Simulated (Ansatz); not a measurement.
# BiTe4: the cost of one run

Program: Ansatz 0.2.0. Level of theory: DFT PBE, scalar-relativistic, plane waves, PAW. These are calculated values, not measurements.

## (1) The starting structure

Symmetry: Cmmm, No. 65, orthorhombic system. The conventional cell has a = 8.663 Å, b = 9.097 Å, c = 3.890 Å, α = 90.00°, β = 90.00°, γ = 90.00°. Bi (site symmetry mmm) has 6 Te at 2.47 to 2.60 Å as nearest neighbours. Around Te (site symmetry m2m) lie 2 Bi at 2.60 Å. Te (site symmetry 2mm) has 1 Bi at 2.47 Å as nearest neighbours.

Structure file:

```
CELL_PARAMETERS angstrom
4.33172 -4.54861 0.00000
4.33172 4.54861 0.00000
0.00000 0.00000 3.88975
ATOMIC_POSITIONS crystal
Bi 0.00000 0.00000 0.00000
Te 0.81060 0.18940 0.50000
Te 0.18940 0.81060 0.50000
Te 0.28520 0.28520 0.00000
Te 0.71480 0.71480 0.00000
```

Recipe of the guess: species swapped into a database cell of OsCl4 (Cmmm, No. 65), with Bi on the Os sites and Te on the Cl sites. The dimensions are guesses.

## (2) Probe: one point on a coarse mesh

input.yaml

```yaml
crystal:
  lattice:
    - [4.33171894, -4.54860553, 0.0]
    - [4.33171894, 4.54860553, 0.0]
    - [0.0, 0.0, 3.88975138]
  atoms:
    - { symbol: Bi, position: [0.0, 0.0, 0.0] }
    - { symbol: Te, position: [0.81059999, 0.18940001, 0.5] }
    - { symbol: Te, position: [0.18940001, 0.81059999, 0.5] }
    - { symbol: Te, position: [0.2852, 0.2852, 0.0] }
    - { symbol: Te, position: [0.7148, 0.7148, 0.0] }
basis:
  ecutwfc: 420
kpoints:
  mp_grid: { grid: [4, 4, 4] }
hamiltonian:
  xc: pbe
scf:
  occupations: { method: gaussian, width: 0.1 }
  lower_state_search: "off"
output:
  forces: true
  stress: true
  eigenvalues: true
```

Launch:

```sh
> ansatz run input.yaml --threads 1 --pin off --max-ram 2560MiB --backend cpu --events-out ev --progress --plain --runs-dir out
```

Q: Estimate wall time and peak memory on 1 thread of Intel Xeon at 2.50GHz (Skylake/Cascade Lake), shared host.

About 21 s, with a peak of 0.47 GiB.
